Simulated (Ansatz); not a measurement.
**C8H16: up Jacob's ladder to CCSD(T)**

The task here is to estimate one member of a computed series from the others.

Computed with Ansatz 0.2.0, Gaussian basis. Level: functionals in def2-TZVPP, the program's frozen cores in correlated methods.

Plan: LDA (SPW92), PBE-D4, revPBE-D4, BLYP-D4, r2SCAN-D4, B97M-V, PBE0-D4, B3LYP-D4, r2SCANh-D4, r2SCAN0-D4, HSE06-D4, BHLYP-D4, CAM-B3LYP-D4, LC-ωPBE, ωB97X-V, ωB97M-V, B2PLYP, PBE-QIDH; CCSD(T)/def2-SVP; CCSD(T)/def2-TZVPP; MP2/def2-QZVPP; extrapolation to the limit; RPA on PBE.

## The relaxed structure

The geometry comes from an earlier relaxation with PBE0-D4 in a triple-zeta def2 set; it is a stationary point, not always the lowest conformer.

SMILES `CCC1CCCCC1`, 24 atoms, charge 0, spin multiplicity 1.

Atoms are counted from 1 here; the program's logs count them from 0.

Bond lengths: C1–C2 1.519 Å, C1–H9 1.094 Å, C1–H10 1.092 Å, C1–H11 1.092 Å, C2–C3 1.529 Å, C2–H12 1.095 Å, C2–H13 1.096 Å, C3–C4 1.530 Å, C3–C8 1.530 Å, C3–H14 1.098 Å, C4–C5 1.523 Å, C4–H15 1.097 Å, C4–H16 1.093 Å, C5–C6 1.523 Å, C5–H17 1.096 Å, C5–H18 1.094 Å, C6–C7 1.523 Å, C6–H19 1.094 Å and more. Angles: C2–C1–H9 111.1°, C2–C1–H10 112.0°, C2–C1–H11 111.1°, H9–C1–H10 107.5°, H9–C1–H11 107.7°, H10–C1–H11 107.3°, C1–C2–C3 114.2°, C1–C2–H12 109.3°, C1–C2–H13 109.1°, C3–C2–H12 110.4°, C3–C2–H13 107.8°, H12–C2–H13 105.7°, C2–C3–C4 113.5°, C2–C3–C8 111.6°, C2–C3–H14 106.6°, C4–C3–C8 109.4°, C4–C3–H14 107.6°, C8–C3–H14 107.7° and more.

Set-up of the first run:

File in.yaml:

```yaml
crystal:
  periodic: [false, false, false]
  atoms:
    - {symbol: C, position_ang: [2.603218, 0.971319, -0.143788]}
    - {symbol: C, position_ang: [1.560138, 0.092935, 0.526084]}
    - {symbol: C, position_ang: [0.602441, -0.596004, -0.446750]}
    - {symbol: C, position_ang: [-0.245372, 0.381019, -1.264602]}
    - {symbol: C, position_ang: [-1.302012, 1.085691, -0.423522]}
    - {symbol: C, position_ang: [-2.197759, 0.080127, 0.287312]}
    - {symbol: C, position_ang: [-1.380114, -0.899541, 1.118086]}
    - {symbol: C, position_ang: [-0.315439, -1.587182, 0.271635]}
    - {symbol: H, position_ang: [3.164932, 0.410692, -0.896979]}
    - {symbol: H, position_ang: [2.152866, 1.832508, -0.642674]}
    - {symbol: H, position_ang: [3.319860, 1.356901, 0.585090]}
    - {symbol: H, position_ang: [1.000733, 0.688085, 1.254652]}
    - {symbol: H, position_ang: [2.067232, -0.686219, 1.106721]}
    - {symbol: H, position_ang: [1.224828, -1.165423, -1.149593]}
    - {symbol: H, position_ang: [-0.749902, -0.182877, -2.058837]}
    - {symbol: H, position_ang: [0.391091, 1.112510, -1.770137]}
    - {symbol: H, position_ang: [-0.819410, 1.731879, 0.319195]}
    - {symbol: H, position_ang: [-1.901811, 1.745991, -1.057167]}
    - {symbol: H, position_ang: [-2.929292, 0.596411, 0.916316]}
    - {symbol: H, position_ang: [-2.771069, -0.479005, -0.463507]}
    - {symbol: H, position_ang: [-0.907309, -0.364246, 1.949421]}
    - {symbol: H, position_ang: [-2.034731, -1.649615, 1.572199]}
    - {symbol: H, position_ang: [0.282018, -2.264939, 0.890554]}
    - {symbol: H, position_ang: [-0.815126, -2.211008, -0.479749]}
basis:
  gaussian: {orbitals: def2-TZVPP}
hamiltonian: {xc: lda}
output: {orbitals: {seedname: orbitals}}
```

On the command line:

```bash
$ ansatz run in.yaml --threads 4 --pin off --events-out ev --progress --plain --max-ram 66560MiB --backend cuda --devices 0, --max-vram 37GiB
```

Steps of the session up to this table: LDA; PBE-D4 (GGA); revPBE-D4 (GGA); BLYP-D4 (GGA); r2SCAN-D4 (meta-GGA); B97M-V (meta-GGA); B3LYP-D4 (hybrid); r2SCANh-D4 (hybrid); r2SCAN0-D4 (hybrid); HSE06-D4 (hybrid); BHLYP-D4 (hybrid); CAM-B3LYP-D4 (range-separated); LC-ωPBE (range-separated); ωB97X-V (range-separated); ωB97M-V (range-separated); B2PLYP (double hybrid); PBE-QIDH (double hybrid).

One table of the session follows, with a row left open; its other results are not shown here.

It belongs to the step «Orbital energies across the functionals». 

```
  functional  HOMO (eV)  LUMO (eV)  gap (eV)
 LDA (SPW92)      -6.90       0.12      7.02
      PBE-D4      -6.83       0.29      7.12
   revPBE-D4      -6.79       0.38      7.17
     BLYP-D4      -6.75       0.30      7.05
   r2SCAN-D4      -7.07       0.98      8.06
      B97M-V      -7.24       0.40      7.64
     PBE0-D4      -8.14       1.09      9.22
    B3LYP-D4      -7.96       0.77      8.73
  r2SCANh-D4          ?          ?         ?
  r2SCAN0-D4      -8.30       1.54      9.84
    HSE06-D4      -7.74       0.72      8.45
    BHLYP-D4      -9.41       1.70     11.11
CAM-B3LYP-D4      -9.54       1.86     11.40
     LC-ωPBE     -10.84       3.14     13.98
     ωB97X-V     -10.52       2.92     13.44
     ωB97M-V     -10.40       2.50     12.91
```

**Question.** Estimate the row for r2SCANh-D4.

Worked estimate for «HOMO (eV)». Against the share of exact exchange, r2SCAN-D4 (0, -7.07), r2SCAN0-D4 (0.25, -8.30) give a slope of -4.92 per unit share; at 0.1 the line stands at -7.56.

The run gave: HOMO (eV): -7.56; LUMO (eV): 1.21; gap (eV): 8.77. In «HOMO (eV)» the line misses by 0.00.
